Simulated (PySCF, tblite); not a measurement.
# C5H11FOSi: geometry, infrared bands and NMR shifts

Wanted: the infrared bands and NMR shifts of C5H11FOSi (`C=C(C)[SiH2][C@H](F)CO`), by calculation.

Programs: tblite 0.8.0 and PySCF 2.14.0, with density-fitted response routines of our own. Each step states its level of theory. These are calculated values for one molecule in the gas phase, unless marked as measured. Atoms count from 0, in the outputs and in this text.

**1. The starting structure**

19 atoms, charge 0, multiplicity 1; geometry from: force field or distance geometry start.

Bonds of the start (Å): C0–C1 1.33, C1–C2 1.52, C1–Si3 1.88, Si3–C4 1.87, C4–F5 1.36, C4–C6 1.53, C6–O7 1.43, C0–H8 1.09, C0–H9 1.08, C2–H10 1.10, C2–H11 1.09, C2–H12 1.10, Si3–H13 1.48, Si3–H14 1.49, C4–H15 1.09, C6–H16 1.10, C6–H17 1.09, O7–H18 0.98.

**2. Geometry optimisation with GFN2-xTB**

The job: settings as JSON, then the geometry in Å.

```
{"job": {"kind": "relax", "xc": "GFN2-xTB", "basis": "xTB"}, "charge": 0, "multiplicity": 1}
C     -2.828600    -0.341000    -0.725300
C     -1.794000    -0.185000     0.095200
C     -1.738400    -0.843300     1.465200
Si    -0.295000     0.858900    -0.351600
C      1.304400    -0.097100    -0.220700
F      1.476900    -0.501600     1.068800
C      2.551400     0.697900    -0.623200
O      3.698100    -0.159400    -0.610000
H     -3.692300    -0.944400    -0.442900
H     -2.885200     0.132000    -1.699000
H     -2.676800    -1.387000     1.673800
H     -0.929400    -1.564100     1.528400
H     -1.628900    -0.091100     2.263700
H     -0.472400     1.355300    -1.733500
H     -0.267100     2.051000     0.548000
H      1.245300    -1.009700    -0.814100
H      2.748400     1.511900     0.090200
H      2.462200     1.114400    -1.624600
H      3.711500    -0.588600     0.268900
```

The run is started by

```sh
OMP_NUM_THREADS=1 python probes_run.py task.json out
```

This one command runs all jobs of the session in turn.

**Question.** This job is followed by: GFN2-xTB harmonic vibrations, gas phase; GIAO PBE0/pcSseg-1 NMR shielding, non-relativistic, gas phase. Predict these results of the whole session: strongest single infrared mode (GFN2-xTB); zero-point energy (GFN2-xTB); ¹³C shifts against TMS (PBE0/pcSseg-1); ¹H shifts against TMS (PBE0/pcSseg-1, means over atoms taken as alike); ²⁹Si shifts against TMS (PBE0/pcSseg-1); ¹⁹F shifts against CFCl3 (PBE0/pcSseg-1); ¹⁷O shifts against H2O (PBE0/pcSseg-1).

As calculated:

| quantity | value |
| --- | --- |
| strongest single infrared mode (GFN2-xTB) | 2255 cm⁻¹, 291 km/mol |
| zero-point energy (GFN2-xTB) | 91.6 kcal/mol |
| ¹³C shifts against TMS (PBE0/pcSseg-1) | 150.2, 136.9, 98.1, 69.4, 28.1 ppm |
| ¹H shifts against TMS (PBE0/pcSseg-1, means over atoms taken as alike) | 6.13, 5.78, 5.11, 4.43, 4.32, 4.11, 3.74, 2.18, 1.70 ppm |
| ²⁹Si shifts against TMS (PBE0/pcSseg-1) | -45.4 ppm |
| ¹⁹F shifts against CFCl3 (PBE0/pcSseg-1) | -259.9 ppm |
| ¹⁷O shifts against H2O (PBE0/pcSseg-1) | 34.8 ppm |

**Reading.** Relaxing lowered the energy by 0.155 eV in 39 steps; the close pair that moved most is Si3–C4, from 1.868 to 1.926 Å. No mode is imaginary among the 51: a minimum at this level. The strongest single mode, at 2255 cm⁻¹, moves mainly H13. GFN2-xTB is a fitted tight-binding method: band positions and strengths are rough. Its intensities can rank the bands wrongly. C1 (fully substituted alkene carbon) lies farthest downfield among carbon, at 150.2 ppm; an sp2 carbon of a C=C bond. At PBE0/pcSseg-1: Shielding is most anisotropic at C1 (span 254 ppm, paramagnetic term -227 ppm).
